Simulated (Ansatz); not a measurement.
# NaF: the cost of one run

Program: Ansatz 0.2.0. Level of theory: DFT PBE, scalar-relativistic, plane waves, PAW. These are calculated values, not measurements.

3 further runs of the same task are left out: 3 set aside as unsound or not needed.

**1. The system as given**

The structure is cubic, space group Fm-3m (No. 225). The conventional cell has a = 4.647 Å, b = 4.647 Å, c = 4.647 Å, α = 90.00°, β = 90.00°, γ = 90.00°. Na (site symmetry m-3m) is surrounded by 6 F at 2.32 Å. F (site symmetry m-3m) is surrounded by 6 Na at 2.32 Å.

As a file:

```cif
data_structure
_symmetry_space_group_name_H-M 'Fm-3m'
_symmetry_Int_Tables_number 225
_cell_length_a 4.6466
_cell_length_b 4.6466
_cell_length_c 4.6466
_cell_angle_alpha 90.000
_cell_angle_beta 90.000
_cell_angle_gamma 90.000
_cell_volume 100.32
loop_
_atom_site_label
_atom_site_type_symbol
_atom_site_symmetry_multiplicity
_atom_site_Wyckoff_symbol
_atom_site_fract_x
_atom_site_fract_y
_atom_site_fract_z
_atom_site_occupancy
Na1 Na 4 a 0.00000 0.00000 0.00000 1
F1 F 4 b 0.50000 0.00000 0.00000 1
```

The cell is the measured one, not relaxed. At PBE, an earlier run found 1.70 GPa for this cell of 12.541 Å³/atom (12×12×12 mesh), gap on the mesh 6.27 eV.

**2. Bands on a fine mesh**

Contents of input.yaml:

```yaml
crystal:
  lattice:
    - [0.0, 2.3233012604, 2.3233012604]
    - [2.3233012604, 0.0, 2.3233012604]
    - [2.3233012604, 2.3233012604, 0.0]
  atoms:
    - { symbol: Na, position: [0.0, 0.0, 0.0] }
    - { symbol: F, position: [0.5, 0.5, 0.5] }
basis:
  ecutwfc: 420
  ecutrho_ratio: 4
kpoints:
  mp_grid: { grid: [12, 12, 12] }
hamiltonian:
  xc: pbe
scf:
  occupations: { method: gaussian, width: 0.05 }
output:
  forces: true
  stress: true
  eigenvalues: true
  eigenstates:
    nscf_kmesh: { grid: [22, 22, 22] }
    de_dk: true
    e_range: [-2.5, 8.771901498242]
  write_density: true
  write_potential: true
  elf: true
  volumetric_format: npy
```

Run with:

```sh
$ ansatz run input.yaml --threads 4 --pin off --max-ram 9216MiB --backend cpu --events-out ev --progress --plain --runs-dir out
```

**Question.** How long does this run take on 4 threads of Arm Neoverse V2, shared host, and how much memory does it need?

About 1.3 s, with a peak of 0.3 GiB.
